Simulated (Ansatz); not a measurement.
# ClH4InO3: the cost of one run

Method: RKS PBE0-D4/def2-SVP, in Ansatz 0.2.0.

## 1. The system as given

Bond lengths: In1–O2 2.430 Å, In1–O3 1.946 Å, In1–O4 1.947 Å, In1–Cl6 2.849 Å, O2–H7 0.960 Å, O3–H8 0.959 Å, O4–H9 0.956 Å. Angles: In1–O2–H7 109.1°, O2–In1–O3 108.8°, O2–In1–O4 119.3°, O2–In1–Cl6 66.8°, O3–In1–O4 114.0°, O3–In1–Cl6 125.6°, O4–In1–Cl6 113.8°, In1–O3–H8 105.3°, In1–O4–H9 112.2°.

Structure file:

```xyz
9

In   -0.3465   -0.4372    0.0986
O     1.3077    1.2045   -0.5911
O     0.4424   -2.2119   -0.0202
O    -2.1548   -0.3245   -0.6134
H     1.0608    1.6384    0.5753
Cl    0.2212    1.4986    2.1102
H     2.1840    0.8193   -0.5119
H    -0.2300   -2.7600   -0.4285
H    -2.4847    0.5726   -0.6190
```

## 2. Pulling towards end A

Springs on the bonds that form and break draw the guess towards this end; the thresholds are loose.

input.yaml reads:

```yaml
crystal:
  periodic: [false, false, false]
  atoms:
    - { symbol: In, position_ang: [-0.3465, -0.4372, 0.0986] }
    - { symbol: O, position_ang: [1.3077, 1.2045, -0.5911] }
    - { symbol: O, position_ang: [0.4424, -2.2119, -0.0202] }
    - { symbol: O, position_ang: [-2.1548, -0.3245, -0.6134] }
    - { symbol: H, position_ang: [1.0608, 1.6384, 0.5753] }
    - { symbol: Cl, position_ang: [0.2212, 1.4986, 2.1102] }
    - { symbol: H, position_ang: [2.184, 0.8193, -0.5119] }
    - { symbol: H, position_ang: [-0.23, -2.76, -0.4285] }
    - { symbol: H, position_ang: [-2.4847, 0.5726, -0.619] }
basis:
  gaussian: { orbitals: def2-SVP }
hamiltonian:
  xc: pbe0
  dispersion: d4
relax:
  f_tol: 0.15
  max_steps: 25
  restrain:
    - { distance: [0, 5], at: 3.74, k: 30.0 }
    - { distance: [4, 1], at: 2.27, k: 30.0 }
    - { distance: [0, 1], at: 2.08, k: 30.0 }
    - { distance: [4, 5], at: 1.33, k: 30.0 }
```

Launch:

```console
> ansatz run input.yaml --threads 2 --pin off --max-ram 3072MiB --backend cpu --events-out ev --progress --plain --runs-dir out
```

What time and memory should one allow on 2 threads of INTEL XEON PLATINUM 8581C at 2.10GHz (Emerald Rapids), shared host?

About 25 s, with a peak of 0.28 GiB.
